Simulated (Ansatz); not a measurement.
What does this script print? It uses Ansatz's Python interface.

`run_tae.py`:
```python
from collections import Counter

import ansatz


def energy(molecule, charge=0, unpaired=0):
    calc = (
        molecule.calculation()
        .basis(gaussian='def2-SVP')
        .correlation('MP2')
    )
    if charge:
        calc = calc.charge(charge)
    if unpaired:
        calc = calc.spin('collinear', total=unpaired)
    report = calc.run(threads=1, backend='cpu').report
    if report['published_state_doubts']:
        print('  doubts:', report['published_state_doubts'])
    return report['free_energy_ev']


def main() -> None:
    molecule = (
        ansatz.Crystal.molecule()
        .atom('Li', [0.0, 0.0, 0.0])
        .atom('Zn', [0.0, 0.0, 2.475])
    )

    unpaired = {'Li': 1, 'Zn': 0}
    counts = Counter(site.symbol for site in molecule.cartesian_sites)
    atom_energy = {s: energy(ansatz.Crystal.molecule().atom(s, (0, 0, 0)), 0, unpaired[s]) for s in counts}
    whole = energy(molecule, 0, 1)
    for s, e in atom_energy.items():
        print(f'{s:2s} x{counts[s]}  {e:14.5f} eV')
    print(f'LiZn: {whole:.5f} eV')
    split = sum(counts[s] * e for s, e in atom_energy.items()) - whole
    print(f'atomisation energy (no zero-point term): {96.485332 * split:.1f} kJ/mol, {split / sum(counts.values()):.3f} eV an atom')


if __name__ == '__main__':
    main()
```

```console
$ python run_tae.py
Li x1      -202.11548 eV
Zn x1    -48379.43739 eV
LiZn: -48581.36758 eV
atomisation energy (no zero-point term): -17.9 kJ/mol, -0.093 eV an atom
```

Total energies depend on the basis set; only differences at equal settings carry meaning. The geometry is a force-field or estimated start, not a minimum of this method, and the basis set is short of its limit. All parts are taken at fixed geometry, without zero-point energy. The species is open-shell (spin multiplicity 2). In double-zeta sets correlated atomisation energies come out some 10 to 15 % low. The spin state was assumed, and another may lie lower. It ran for 1 s on 1 thread of Arm Neoverse V1, with other jobs on the host, peak memory 0.14 GiB.

(Lines on the test bed's own set-up are left out of the output.)
